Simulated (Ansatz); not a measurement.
Here is an Ansatz 0.2.0 calculation.

The input input.yaml:

```yaml
crystal:
  lattice:
    - [2.193, 1.2661291403, 10.1656666667]
    - [-2.193, 1.2661291403, 10.1656666667]
    - [0.0, -2.5322582807, 10.1656666667]
  atoms:
    - { symbol: Bi, position: [0.6, 0.6, 0.6] }
    - { symbol: Bi, position: [0.4, 0.4, 0.4] }
    - { symbol: Te, position: [0.7905, 0.7905, 0.7905] }
    - { symbol: Te, position: [0.2095, 0.2095, 0.2095] }
    - { symbol: Te, position: [0.0, 0.0, 0.0] }
kpoints:
  mp_grid: { grid: [7, 7, 7] }
  band_path:
    path:
      - [0.0, 0.0, 0.0]
      - [0.5, 0.0, 0.0]
      - [0.5, 0.1770083925, -0.1770083925]
    npoints: 8
scf:
  occupations: { method: fermi_dirac, width: 0.05 }
hamiltonian:
  xc: lda
  pseudopotentials: { kind: all_electron, lapw: { basis_error: 0.002 } }
output:
  forces: true
  stress: true
  eigenvalues: true
```

Potentials or basis: all-electron LAPW, scalar-relativistic.

Launch:

```console
$ ansatz run input.yaml --threads 4 --pin off --max-ram 12288MiB --backend cpu --events-out ev --progress --plain --runs-dir out
```

(1) What does it give for the band gap along the path?

(2) Estimate the band gap on the k mesh.

(3) What does it give for the pressure?

(4) Predict the largest force.

Answers

(1) 0.21 eV, direct.

(2) 0.21 eV, direct.

(3) -1.7 GPa.

(4) 0.184 eV/Å.

Caveat: spin-orbit coupling is left out, which as a rule narrows the gap of such compounds by several tenths of an eV.

**The experiment to reproduce.**

“Vacancy and Antisite-Induced Ferromagnetism in Liquid-Phase Exfoliated Bi2Te3”, 2024, arxiv:2412.10539 quotes, for a bulk crystal of Bi2Te3: band gap 0.17 eV.

Measured gap of Bi2Te3: 0.17 eV (quoted in “Vacancy and Antisite-Induced Ferromagnetism in Liquid-Phase Exfoliated Bi2Te3”, 2024, arxiv:2412.10539). This calculation gives 0.21 eV (+0.04 eV). Spin-orbit coupling on Bi, Te is left out. The value is that of LDA, without temperature or zero-point motion.
